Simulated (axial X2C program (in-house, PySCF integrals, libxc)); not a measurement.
# SbCO: bond lengths and stretches, held linear

One table from this session's results is given with a row withheld; the runs are named, their logs left out.

The runs use an in-house X2C program for linear molecules on PySCF integrals; all-electron X2C, two-component (2c) or spin-free, Sb dyall-v3z, C dyall-v3z, O dyall-av3z.

All values are calculated.

2 further runs of the same task are left out: 2 set aside as unsound or not needed.

The first run:

Contents of task.json:

```json
{"zs": [51, 6, 8], "q": 0, "bas": ["dyall-v3z", "dyall-v3z", "dyall-av3z"], "r0": [2.1, 1.15], "symm": 0, "scan": ["PBE0", "HF", "r2SCAN"], "levels": ["PBE0", "HF", "BHandHLYP"], "nst": 2}
```

Keys: zs atomic numbers; q charge; bas basis sets; r0 starting distance in Å; symm equal bonds; scan levels of the two-bond scan; levels methods; nst determinants followed.

Command:

```sh
> python solin.py task.json out
```

Masses Sb 120.904, C 12.000, O 15.995 u.

Among the steps run: Scan at PBE0, 2c; Scan at r2SCAN, 2c; Scan at PBE0, spin-free.

One table of the session follows, with a row left open; its other results are not shown here.

```
            level  r(Sb–C) (Å)  r(C–O) (Å)  lower stretch (cm⁻¹)  upper stretch (cm⁻¹)
         PBE0, 2c            ?           ?                     ?                     ?
       r2SCAN, 2c        2.026       1.155                 442.1                1997.4
  PBE0, spin-free        2.028       1.147                 435.1                2043.6
r2SCAN, spin-free        2.022       1.156                 448.3                1994.8
```

Q: Estimate the row for PBE0, 2c from the others.

As computed: r(Sb–C) (Å): 2.034; r(C–O) (Å): 1.146; lower stretch (cm⁻¹): 426.5; upper stretch (cm⁻¹): 2045.8. In the column «r(Sb–C) (Å)» it is the highest.

Scans not shown above were run alike.

The molecule was held linear; bending was not examined, so a bent shape may lie lower. Note: functional without a current term on a determinant with orbital currents, of the molecule or an atom.
